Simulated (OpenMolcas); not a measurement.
**GeSiH5 (SMILES [SiH2][GeH3]): levels of theory compared**

Aim: a comparison of 6 runs (UHF/aug-cc-pVDZ, U-revPBE/aug-cc-pVDZ, UM06-L/aug-cc-pVDZ, UPBE/aug-cc-pVDZ, UTPSS/aug-cc-pVDZ, ROMP2/aug-cc-pVDZ) of GeSiH5. 

Program for the calculation: OpenMolcas 26.06.

## 1. The structure to begin with

The species is GeSiH5 (7 atoms), meant as a doublet with charge 0. As SMILES, `[SiH2][GeH3]`. The Si1–H3 distance was set to 1.712 Å, away from the relaxed value.

Bond lengths: Si1–Ge2 2.370 Å, Si1–H4 1.489 Å, Ge2–H5 1.537 Å, Ge2–H6 1.541 Å, Ge2–H7 1.537 Å. Angles: Si1–Ge2–H5 109.6°, Si1–Ge2–H6 112.0°, Si1–Ge2–H7 109.7°, Ge2–Si1–H4 113.3°, H5–Ge2–H6 108.4°, H5–Ge2–H7 108.7°, H6–Ge2–H7 108.4°. A long bond or contact: Si1–H3 1.712 Å.

## 2. The energy at UHF/aug-cc-pVDZ (run 1)

mol.xyz

```xyz
7

Si    -0.134892    -1.321611    -0.358031
Ge     0.248508     1.016689    -0.292331
H      0.173200    -2.103400     1.133900
H     -1.496592    -1.682711    -0.840031
H     -0.003092     1.619089    -1.683631
H     -0.673992     1.724889     0.718569
H      1.706708     1.291089     0.108069
```

run.input

```
* GeH5Si Hartree-Fock
>>> EXPORT MOLCAS_PRINT=2
&GATEWAY
BasLib=$CurrDir
Coord=mol.xyz
Basis=aug-cc-pVDZ
Group=NoSym
&SEWARD
&SCF
UHF
Spin=2
Thresholds=1e-10 1e-07 1e-07 1e-05
PrOrbitals=1 1
```

The basis set aug-cc-pVDZ is read from a file made from the Basis Set Exchange's data (not shown).

The run is started by

```sh
$ export MOLCAS_MEM=1860
$ pymolcas run.input > run.log
```

What it wrote:

```text
--- Start Module: gateway ---
[...]
--- Stop Module: gateway /rc=_RC_ALL_IS_WELL_ ---
--- Start Module: seward ---
[...]
      Basis functions          108
--- Stop Module: seward /rc=_RC_ALL_IS_WELL_ ---
[...]
--- Start Module: scf ---
[...]
       Convergence after  15 Iterations
[...]
::    Total SCF energy                              -2367.1195997450
[...]
      Total spin, S                                     0.5039464926
[...]
      Total electronic charge=   51.000000
      Total            charge=   -0.000000
[...]
      Dipole Moment (debye):
      Origin of the operator (angstrom)=    0.1337    0.3650   -0.3011
                   X= -8.8967E-02               Y=  2.5287E-01               Z= -3.0535E-01           Total=  4.0632E-01
      Quadrupole Moment (debye*angstrom):
[...]
--- Stop Module: scf /rc=_RC_ALL_IS_WELL_ ---
[...]
```

It took 11 s on 1 thread of Intel Xeon 6975P-C (Granite Rapids), shared host; peak memory 0.63 GiB.

## 3. The energy at U-revPBE/aug-cc-pVDZ (run 2)

mol.inp

```
* GeH5Si Kohn-Sham DFT
&GATEWAY
BasLib=$CurrDir
Coord
7
angstrom
Si      -0.134892      -1.321611      -0.358031
Ge       0.248508       1.016689      -0.292331
H        0.173200      -2.103400       1.133900
H       -1.496592      -1.682711      -0.840031
H       -0.003092       1.619089      -1.683631
H       -0.673992       1.724889       0.718569
H        1.706708       1.291089       0.108069
Basis=aug-cc-pVDZ
Group=NoSym
&SEWARD
GridInput
Grid=UltraFine
End of Grid
&SCF
UHF
Spin=2
KSDFT=revPBE
Thresholds=1e-10 1e-07 1e-07 1e-05
PrOrbitals=1 2
```

The basis set aug-cc-pVDZ is read from a file made from the Basis Set Exchange's data (not shown).

The run is started by

```sh
$ export MOLCAS_MEM=1860
$ pymolcas mol.inp > mol.log
```

What it wrote:

```text
--- Start Module: gateway ---
[...]
--- Stop Module: gateway /rc=_RC_ALL_IS_WELL_ ---
--- Start Module: seward ---
[...]
      Basis functions          108
--- Stop Module: seward /rc=_RC_ALL_IS_WELL_ ---
[...]
--- Start Module: scf ---
[...]
       Convergence after  14 Iterations
[...]
::    Total KS-DFT energy                           -2369.1806408464
[...]
      Total spin, S                                     0.5018719874
[...]
      Total electronic charge=   51.000000
      Total            charge=   -0.000000
[...]
      Dipole Moment (debye):
      Origin of the operator (angstrom)=    0.1337    0.3650   -0.3011
                   X= -6.3457E-02               Y=  2.9638E-01               Z= -2.3102E-01           Total=  3.8110E-01
      Quadrupole Moment (debye*angstrom):
[...]
--- Stop Module: scf /rc=_RC_ALL_IS_WELL_ ---
[...]
```

It took 44 s on 1 thread of Intel Xeon 6975P-C (Granite Rapids), shared host; peak memory 0.62 GiB.

Runs 3 to 5 aren't shown in full; the table further down has their settings and results.

## 4. The energy at ROMP2/aug-cc-pVDZ (run 6)

test.input

```
&GATEWAY
 BASLIB = $CurrDir
 COORD
 7
 angstrom
 Si      -0.134892      -1.321611      -0.358031
 Ge       0.248508       1.016689      -0.292331
 H        0.173200      -2.103400       1.133900
 H       -1.496592      -1.682711      -0.840031
 H       -0.003092       1.619089      -1.683631
 H       -0.673992       1.724889       0.718569
 H        1.706708       1.291089       0.108069
 BASIS = aug-cc-pVDZ
 GROUP = NoSym

&SEWARD

&SCF
 UHF
 SPIN = 2
 THRESHOLDS = 1e-10 1e-07 1e-07 1e-05
 PRORBITALS = 1 1

&RASSCF
 FILEORB = $Project.UnaOrb
 SPIN = 2
 NACTEL = 1 0 0
 INACTIVE = 25
 RAS2 = 1
 OUTORBITALS = Canonical
 ORBLISTING = Nothing

&CASPT2
 IPEA = 0.0
 FROZEN = 14
```

The basis set aug-cc-pVDZ is read from a file made from the Basis Set Exchange's data (not shown).

The run is started by

```sh
$ export MOLCAS_MEM=1860
$ pymolcas test.input > test.log
```

What it wrote:

```text
--- Start Module: gateway ---
[...]
--- Stop Module: gateway /rc=_RC_ALL_IS_WELL_ ---
[...]
      Basis functions          108
[...]
       Convergence after  15 Iterations
[...]
::    Total SCF energy                              -2367.1195997450
[...]
      Total spin, S                                     0.5039464926
[...]
--- Start Module: rasscf ---
[...]
      Number of active orbitals                  1
[...]
      Spin quantum number                      0.5
[...]
      Active orbitals                            1
[...]
      Number of CSFs                             1
[...]
      Number of root(s) required                 1
[...]
      Convergence after  9 iterations
[...]
      printout of CI-coefficients larger than  0.05 for root  1
      energy=   -2367.117582
      conf/sym  1     Coeff  Weight
             1  u   1.00000 1.00000
      Natural orbitals and occupation numbers for root  1
      sym 1:   1.000000
      ************************************************************************************************************************
      *                                                    Final results                                                     *
[...]
::    RASSCF root number  1 Total energy:  -2367.11758194
[...]
      Total electronic charge=   51.000000
      Total            charge=   -0.000000
[...]
      Dipole Moment (debye):
      Origin of the operator (angstrom)=    0.1337    0.3650   -0.3011
                   X= -1.1005E-01               Y=  2.6064E-01               Z= -2.8909E-01           Total=  4.0450E-01
      Quadrupole Moment (debye*angstrom):
[...]
--- Stop Module: rasscf /rc=_RC_ALL_IS_WELL_ ---
[...]
--- Start Module: caspt2 ---
[...]
 ###    WARNING: User changed nr of frozen orbitals.                         ###
 ###############################################################################
[...]
      E2 (Variational):          -0.2273485865
      Total energy:           -2367.3449305286
[...]
      Reference weight:           0.89977
[...]
::    CASPT2 Root  1     Total energy:  -2367.34493053
[...]
--- Stop Module: caspt2 /rc=_RC_ALL_IS_WELL_ ---
[...]
```

Wall time 20 s (1 thread of Intel Xeon 6975P-C (Granite Rapids), shared host); peak memory 0.62 GiB.

## 5. All runs side by side

```
run                 level  integration grid  frozen core orbitals   energy (Eh)  dipole moment (D)  HOMO energy (eV)  LUMO energy (eV)  wall time
  1       UHF/aug-cc-pVDZ                 –                     –  -2367.119600               0.41             -8.92              0.50       11 s
  2  U-revPBE/aug-cc-pVDZ         UltraFine                     –  -2369.180641               0.38             -5.26             -3.57       44 s
  3    UM06-L/aug-cc-pVDZ         UltraFine                     –  -2369.336255               0.43             -5.30             -3.51       67 s
  4      UPBE/aug-cc-pVDZ         UltraFine                     –  -2368.920409               0.37             -5.27             -3.69       46 s
  5     UTPSS/aug-cc-pVDZ         UltraFine                     –  -2369.407522               0.36             -5.41             -3.62       65 s
  6     ROMP2/aug-cc-pVDZ                 –                    14  -2367.344931                  –                 –                 –       20 s
```

## 6. Results

```
           quantity           value
run 6: total energy  -2367.34493 Eh
```

Over runs 1, 2, 3, 4, 5 the dipole moment (its size) runs from 0.36 D (UTPSS/aug-cc-pVDZ) to 0.43 D (UM06-L/aug-cc-pVDZ). Totals of different functionals can't be ranked against each other. All runs together took 4.2 min, the longest 67 s.
